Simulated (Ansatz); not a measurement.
## H6SSi2Te, SMILES [SiH3][SiH](S)[TeH]: a single point from an input written key by key

Computed with the Python package of Ansatz (0.2.0).

The script reads `input.yaml`:
```yaml
crystal:
  periodic: [false, false, false]
  atoms:
    - { symbol: Si, position_ang: [-1.291, 0.7544, -0.5516] }
    - { symbol: Si, position_ang: [0.0738, -0.726, 0.2462] }
    - { symbol: S, position_ang: [0.7297, -0.0959, 2.1682] }
    - { symbol: Te, position_ang: [2.0935, -0.9219, -1.2928] }
    - { symbol: H, position_ang: [-1.8057, 0.3647, -1.9076] }
    - { symbol: H, position_ang: [-2.4862, 0.9488, 0.3459] }
    - { symbol: H, position_ang: [-0.6207, 2.0937, -0.6748] }
    - { symbol: H, position_ang: [-0.5662, -2.0035, 0.3549] }
    - { symbol: H, position_ang: [1.582, -1.2193, 2.3582] }
    - { symbol: H, position_ang: [2.374, 0.7538, -1.0437] }
basis:
  gaussian: { orbitals: def2-SVP }
hamiltonian:
  xc: pbe
output:
  forces: true
```

`run_deck.py`:
```python
'''H6SSi2Te through the session interface.'''

import ansatz as az
import numpy as np

session = az.Session.from_deck('input.yaml')
data = session.plan(threads=1).execute().report

for key in ('converged', 'free_energy_ev', 'reference_energy_ev', 'n_frozen', 'n_occupied', 'n_virtual'):
    print(f'{key:22s} {data[key]}')
symbols = ['Si', 'Si', 'S', 'Te', 'H', 'H', 'H', 'H', 'H', 'H']

forces = np.array(data['forces_ev_ang'])
print('largest force', round(float(np.linalg.norm(forces, axis=1).max()), 4), 'eV/A, rms', round(float(np.sqrt((forces ** 2).mean())), 4))
charges = data['charge_distribution']
print('dipole moment', round(4.803205 * float(np.linalg.norm(charges['dipole_moment_e_ang'])), 3), 'D')
print('Mulliken:', [(s, round(q, 3)) for s, q in zip(symbols, charges['mulliken_charges_e'])])
```

Output of `python run_deck.py`:
```text
converged              True
free_energy_ev         -33960.52630835425
reference_energy_ev    -33960.52630835425
n_frozen               0
n_occupied             [37, 37]
n_virtual              [73, 73]
largest force 2.7556 eV/A, rms 0.7921
dipole moment 0.731 D
Mulliken: [('Si', 0.143), ('Si', 0.111), ('S', -0.208), ('Te', -0.101), ('H', -0.024), ('H', -0.031), ('H', -0.029), ('H', -0.009), ('H', 0.112), ('H', 0.036)]
```

Caveats:
- Total energies depend on the basis set; only differences at equal settings carry meaning.
- The geometry is a force-field or estimated start, not a minimum of this method, and the basis set is short of its limit.
- Finished in 4.4 s on 1 thread of Arm Neoverse V1, with other jobs on the host, peak memory 0.21 GiB.

(Lines on the test bed's own set-up are left out of the output.)
